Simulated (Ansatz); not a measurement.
# FeNi: the cost of one run

Computed with Ansatz 0.2.0 (DFT PBEsol, scalar-relativistic, plane waves, PAW, unless a step's input says otherwise).

2 further runs of the same task are left out: 2 set aside as unsound or not needed.

**1. The structure to begin with**

It takes space group P4/mmm (No. 123, tetragonal). Conventional cell: a = 2.468 Å, b = 2.468 Å, c = 3.533 Å, α = 90.00°, β = 90.00°, γ = 90.00°. Around Fe (site symmetry 4/mmm) lie 4 Fe at 2.47 Å and 8 Ni at 2.48 Å. Ni (site symmetry 4/mmm) has 4 Ni at 2.47 Å and 8 Fe at 2.48 Å in its first shell of neighbours.

Structure file:

```
CELL_PARAMETERS angstrom
2.46807 0.00000 0.00000
0.00000 2.46807 0.00000
0.00000 0.00000 3.53305
ATOMIC_POSITIONS crystal
Fe 0.00000 0.00000 0.00000
Ni 0.50000 0.50000 0.50000
```

This cell was relaxed beforehand with the same method: volume 10.76 Å³/atom, gap on the mesh none (metal), site moments up to 2.5 μB.

**2. Electronic structure at the relaxed geometry**

Contents of input.yaml:

```yaml
crystal:
  lattice:
    - [2.4680683095, 0.0, 0.0]
    - [0.0, 2.4680683095, 0.0]
    - [0.0, 0.0, 3.5330533138]
  atoms:
    - { symbol: Fe, position: [0.0, 0.0, 0.0], spin: 2.79 }
    - { symbol: Ni, position: [0.5, 0.5, 0.5], spin: 0.75 }
basis:
  ecutwfc: 420
kpoints:
  mp_grid: { grid: [16, 16, 12] }
  band_path:
    path:
      - [[0.0, 0.0, 0.0], [0.0, 0.5, 0.0], [0.5, 0.5, 0.0], [0.0, 0.0, 0.0], [0.0, 0.0, 0.5], [0.0, 0.5, 0.5], [0.5, 0.5, 0.5], [0.0, 0.0, 0.5]]
      - [[0.0, 0.5, 0.0], [0.0, 0.5, 0.5]]
      - [[0.5, 0.5, 0.0], [0.5, 0.5, 0.5]]
    npoints: 14
hamiltonian:
  xc: pbesol
scf:
  occupations: { method: gaussian, width: 0.1 }
  n_extra_bands: 6
output:
  forces: true
  stress: true
  eigenvalues: true
  populations: true
  dos: { projected: true, de: 0.02, nscf_kmesh: { grid: [24, 24, 18] } }
  bader: true
magnetization:
  spin_polarized: true
checkpoint:
  read: start.run
  write: ck
  compress: false
  write_wavefunctions: false
  write_every: 100000
```

On the command line:

```sh
$ ansatz run input.yaml --threads 1 --pin off --max-ram 2560MiB --backend cpu --events-out ev --progress --plain --runs-dir out
```

What time and memory should one allow on 1 thread of Arm Neoverse V2, shared host?

About 52 s, with a peak of 0.61 GiB.
